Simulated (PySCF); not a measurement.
**YbI2: other functionals and bases at one geometry**

An exercise on one series of results from a longer session: the logs are not shown, and one member is left open.

The runs use PySCF 2.14.0; several levels, as the steps say, no spin–orbit coupling.

1 further run of the same task is left out (for a known fault of the program).

## Starting geometry

3 atoms, charge 0, spin multiplicity 1.

Bond lengths: Yb1–I2 2.936 Å, Yb1–I3 2.936 Å. Angles: I2–Yb1–I3 179.3°.

Coordinates:

```mol
I2Yb
  3D, bonds by distance, orders not assigned

  3  2  0  0  0  0  0  0  0  0999 V2000
   -0.0000    0.0000    0.0798 Yb  0  0
    2.9357   -0.0000    0.0970 I   0  0
   -2.9357    0.0000    0.0970 I   0  0
  1  2  8  0
  1  3  8  0
M  END
```

Formal oxidation states: Yb +2. Each metal's 14 4f electrons lie in its core potential, so multiplicities, spins and levels count the valence alone. An earlier session relaxed this geometry at PBE0, Yb lcecp-0-SVP with ECP60, I def2-SVP with ECP28 (singlet, point group D∞h).

At PBE0 on the finer grid: E = -628.565555 Eh, frontier levels not given, since the 4f levels lie in the core, Mulliken charge on Yb1 +0.73 e, largest force component 0.003 eV/Å. 

Levels to run: BP86; M06-L; PBE0, TZVP. Hardware: 2 threads of Arm Neoverse V1, shared host.

The first run:

run.py (the lines that set the calculation) reads:

```python
mol = gto.M(atom='''
Yb     0.00000     0.00000     0.07979
I      2.93569     0.00000     0.09701
I     -2.93569     0.00000     0.09701''',
    basis={'Yb': 'lcecp-0-SVP', 'I': 'def2-SVP'},
    ecp={'Yb': 'lcecp-0-SVP', 'I': 'def2-SVP'},
    charge=0, spin=0)
mf = dft.RKS(mol, xc='B88,P86')
mf.grids.atom_grid = (75, 302)  # f atoms: unpruned, at least (60, 302)
mf = mf.density_fit()  # fitting sets: Yb AutoAux, I def2-universal-JKFIT
mf.conv_tol = 1e-08; mf.max_cycle = 55
mf.kernel(dm0)  # dm0: the density of the relaxed state
```

On the command line:

```
OMP_NUM_THREADS=2 python run.py
```

Among the steps run: BP86; M06-L; PBE0, TZVP.

One of the session's tables, all rows but one given; the rest of the session is left out.

```
              level  charge on Yb1 (e)  largest force component (eV/Å)
PBE0 (relaxed here)               0.73                            0.00
               BP86                  ?                               ?
              M06-L               0.74                            0.17
         PBE0, TZVP               1.08                            0.00
```

Q: Estimate the row for BP86 from the others.

The run gave: charge on Yb1 (e): 0.63; largest force component (eV/Å): 0.08. In the column «charge on Yb1 (e)» it is the lowest.

The largest leftover force, 0.17 eV/Å with M06-L, stands at a geometry relaxed at another level. With 4f in the core, its levels are missing from HOMO and gap, and its count is fixed, so no charge can pass from the ligands into it. Total energies of different levels can't be compared.
